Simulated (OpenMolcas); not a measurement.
# Cu³⁺ with 4 ligands (hydroxide): CASSCF levels and susceptibility

Aim: the ligand-field states of Cu³⁺ in this surrounding, its lowest levels with spin-orbit coupling and its magnetic susceptibility.

Method: state-averaged CASSCF, spin-orbit coupling by RASSI with atomic mean-field integrals. Code: OpenMolcas 26.06.

1 further run of the same task is left out (set aside as unsound or not needed).

### 1 The system

| Item | Value |
| --- | --- |
| Species | Cu³⁺ (copper, Z = 29, 26 electrons) |
| Basis | ANO-RCC-VTZP [6s5p3d2f1g], 135 functions with the ligands |
| Scalar Hamiltonian | DKH2, point nucleus |
| Inactive shells | 1s 2s 2p 3s 3p of the metal, and all ligand shells |
| Active space | 8 electrons in 5 orbitals (3d) |
| Some configurations of this space | 3d⁸ |
| Orbitals | optimised for each spin and parity, averaged over all roots |

Outer shells as boxes (Hund's rule):

3d8
```
3d [↑↓][↑↓][↑↓][↑ ][↑ ]
```

Cu³⁺ is taken with 4 ligands (hydroxide) in tetrahedron coordination (S4) at 1.85 Å. A charge of +0.25 e stands 2.6 Å behind each ligand. Ligand basis ANO-RCC-VDZP. The distances are assumed, not relaxed.

```xyz
9

Cu    0.0000    0.0000    0.0000
O     1.0681    1.0681    1.0681
H     0.6831    1.9264    1.3048
O     1.0681   -1.0681   -1.0681
H     1.9264   -0.6831   -1.3048
O    -1.0681    1.0681   -1.0681
H    -1.9264    0.6831   -1.3048
O    -1.0681   -1.0681    1.0681
H    -0.6831   -1.9264    1.3048
```

Each step is its own input file, run in one work folder so that later steps find the files of earlier ones. Labels, J, g values, rates, χT and fits are worked out afterwards by a script from the matrices that RASSI stores.

### 2 GATEWAY and SEWARD: basis and integrals

Contents of a.inp:

```
&GATEWAY
Coord
9

Cu 0.0 0.0 0.0
O 1.068098 1.068098 1.068098
H 0.683146 1.926407 1.304777
O 1.068098 -1.068098 -1.068098
H 1.926407 -0.683146 -1.304777
O -1.068098 1.068098 -1.068098
H -1.926407 0.683146 -1.304777
O -1.068098 -1.068098 1.068098
H -0.683146 -1.926407 1.304777
Basis=Cu.ANO-RCC-VTZP,H.ANO-RCC-VDZP,O.ANO-RCC-VDZP
Group=NoSym
NoMove
AngMom=0.0 0.0 0.0
AMFI
RICD
XField
4 Angstrom 0
2.915619 2.915619 2.915619 0.250000
2.915619 -2.915619 -2.915619 0.250000
-2.915619 2.915619 -2.915619 0.250000
-2.915619 -2.915619 2.915619 0.250000
&SEWARD
```

Command:

```console
> OMP_NUM_THREADS=1 MOLCAS_MEM=2457 MOLCAS_PROJECT=a pymolcas a.inp > a.log
```

### 3 CASSCF: triplets, 10 roots

Contents of a.inp:

```
&RASSCF
FileOrb=start.orb
Symmetry=1
Spin=3
nActEl=8 0 0
Inactive=29
Ras2=5
CIRoot=10 10 1
SDav=10
CIMx=300
Iter=150 100
PrWF=0.3
OrbListing=Nothing
MaxOrb=0
LevShft=1.0
>>> COPY $Project.JobIph JOB001
```

start.orb holds start orbitals that the driver prepared beforehand, or those of the step before.

### 4 CASSCF: singlets, 15 roots

Contents of a.inp:

```
&RASSCF
FileOrb=start.orb
Symmetry=1
Spin=1
nActEl=8 0 0
Inactive=29
Ras2=5
CIRoot=15 15 1
SDav=15
CIMx=300
Iter=150 100
PrWF=0.3
OrbListing=Nothing
MaxOrb=0
LevShft=1.0
>>> COPY $Project.JobIph JOB002
```

### 5 State interaction with spin-orbit coupling

Contents of a.inp:

```
&RASSI
NrOfJobIphs=2 10 15
1 2 3 4 5 6 7 8 9 10
1 2 3 4 5 6 7 8 9 10 11 12 13 14 15
IphNames
JOB001
JOB002
EJob
SpinOrbit
DIPRint=1.0
SOCoupling=1000.0
Subsets=2
Property=9
'ANGMOM' 1 'ANGMOM' 2 'ANGMOM' 3 'MLTPL  1' 1 'MLTPL  1' 2 'MLTPL  1' 3
'AMFI' 1 'AMFI' 2 'AMFI' 3
SOProperty=3
'ANGMOM' 1 'ANGMOM' 2 'ANGMOM' 3
```

What does the calculation give? Wanted: spin-free ground state; first state of the same spin within the active space; lowest level; next level.

As calculated:

```
                                            quantity                                value
                                              method                               CASSCF
                              spin-free ground state  triplet, 2-fold in its orbital part
first state of the same spin within the active space                  triplet at 882 cm⁻¹
                                        lowest level                               1-fold
                                          next level                           359.9 cm⁻¹
                                         χT at 300 K                       1.89 cm³ K/mol
                           effective moment at 300 K                              3.89 μB
```

The spin-free ground state (triplet) is 2-fold and keeps the highest spin of the shell. χT at 300 K is 1.89, against 1.00 cm³ K/mol for the spin alone, so orbital moment adds to it.
